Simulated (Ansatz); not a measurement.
# CdH₃NO: a ladder of functionals and wavefunction methods

Aim: compute CdH₃NO with functionals from several rungs and with coupled cluster, and see how far each lands from CCSD(T) at the basis-set limit for the atomisation energy.

Program: Ansatz 0.2.0, Gaussian basis. Level of theory: functionals in def2-TZVPP, the program's frozen cores in correlated methods. These are calculated values, not measurements.

Levels to be run: LDA (SPW92), PBE-D4, revPBE-D4, BLYP-D4, r2SCAN-D4, B97M-V, PBE0-D4, B3LYP-D4, r2SCANh-D4, r2SCAN0-D4, HSE06-D4, BHLYP-D4, CAM-B3LYP-D4, LC-ωPBE, ωB97X-V, ωB97M-V, B2PLYP, PBE-QIDH; CCSD(T)/def2-SVP; CCSD(T)/def2-TZVPP; CCSD(T)/def2-QZVPP; extrapolation to the limit; RPA on PBE.

**1. The geometry**

The geometry comes from an earlier relaxation with PBE0-D4 in a triple-zeta def2 set; it is a stationary point. Cd takes the def2 core potential; no spin-orbit term is included.

SMILES `[NH2][Cd][OH]`, 6 atoms, charge 0, spin multiplicity 1.

Atoms are counted from 1 here; the program's logs count them from 0.

Bond lengths: N1–Cd2 2.001 Å, N1–H4 1.014 Å, N1–H5 1.014 Å, Cd2–O3 1.964 Å, O3–H6 0.959 Å. Angles: Cd2–N1–H4 111.9°, Cd2–N1–H5 111.9°, H4–N1–H5 106.3°, N1–Cd2–O3 171.9°, Cd2–O3–H6 112.9°.

**2. LDA**

This LDA is Slater exchange with PW92 correlation.

in.yaml reads:

```yaml
crystal:
  periodic: [false, false, false]
  atoms:
    - {symbol: N, position_ang: [-1.083260, 0.087883, -1.198048]}
    - {symbol: Cd, position_ang: [0.355733, -0.236197, 0.153361]}
    - {symbol: O, position_ang: [1.840504, -0.770062, 1.322139]}
    - {symbol: H, position_ang: [-1.001346, 1.002959, -1.626284]}
    - {symbol: H, position_ang: [-2.007449, 0.049588, -0.783486]}
    - {symbol: H, position_ang: [1.937719, -0.198172, 2.086219]}
basis:
  gaussian: {orbitals: def2-TZVPP}
hamiltonian: {xc: lda}
output: {orbitals: {seedname: orbitals}}
```

On the command line:

```bash
ansatz run in.yaml --threads 2 --pin off --events-out ev --progress --plain --max-ram 22528MiB --backend cpu
```

After this run come: PBE-D4 (GGA); revPBE-D4 (GGA); BLYP-D4 (GGA); r2SCAN-D4 (meta-GGA); B97M-V (meta-GGA); B3LYP-D4 (hybrid); r2SCANh-D4 (hybrid); r2SCAN0-D4 (hybrid); HSE06-D4 (hybrid); BHLYP-D4 (hybrid); CAM-B3LYP-D4 (range-separated); LC-ωPBE (range-separated); ωB97X-V (range-separated); ωB97M-V (range-separated); B2PLYP (double hybrid); PBE-QIDH (double hybrid); CCSD(T) in def2-SVP; CCSD(T) in def2-TZVPP; CCSD(T) in def2-QZVPP; RPA on PBE orbitals.

Before running them: what should the planned runs give, taken together? Wanted: atomisation energy, CCSD(T)/CBS; farthest beyond LDA; mean size of error, GGA; mean size of error, meta-GGA; mean size of error, hybrid; mean size of error, range-separated; mean size of error, double hybrid; gap, smallest and largest; T1 diagnostic.

As calculated:

| quantity | value |
| --- | --- |
| atomisation energy, CCSD(T)/CBS | 1649.0 kJ/mol |
| functionals within 8.2 kJ/mol (0.5 %) | BLYP-D4, CAM-B3LYP-D4, ωB97X-V, ωB97M-V |
| farthest beyond LDA | BHLYP-D4 (-114.8 kJ/mol) |
| mean size of error, GGA | 20.7 kJ/mol |
| mean size of error, meta-GGA | 21.0 kJ/mol |
| mean size of error, hybrid | 50.8 kJ/mol |
| mean size of error, range-separated | 5.3 kJ/mol |
| mean size of error, double hybrid | 44.7 kJ/mol |
| gap, smallest and largest | 3.81 eV (BLYP-D4), 10.90 eV (LC-ωPBE) |
| T1 diagnostic | 0.0156 |
| triples share of the correlation energy | 3.2 % |

**Reading.** LDA overbinds by 301.3 kJ/mol (18 %). PBE-D4 misses by +35.3 kJ/mol. Double hybrids carry the basis error of their MP2 part in triple zeta, and no dispersion term here, so their miss is partly the set-up's. Taken by rung, range-separated functionals do best (5.3 kJ/mol on average) and hybrid ones worst beyond LDA (50.8 kJ/mol). The mean of the hybrids holds BHLYP, with half exact exchange. The reference freezes the cores and leaves out spin-orbit coupling and excitations past (T), so misses under about 8.2 kJ/mol can't be ranked. All levels share the lack of spin-orbit coupling, which lowers the free heavy atoms and so the true binding. Hartree-Fock recovers 59 % of the binding; the rest is correlation. CCSD(T) in def2-SVP is off by -174.6 kJ/mol, more than most functionals: a good method in a small basis is no reference. The gap grows from 3.8 to 10.9 eV across the functionals, mostly with the share of exact exchange. Correlated methods include outer-core shells of Cd, which these sets cover unevenly.
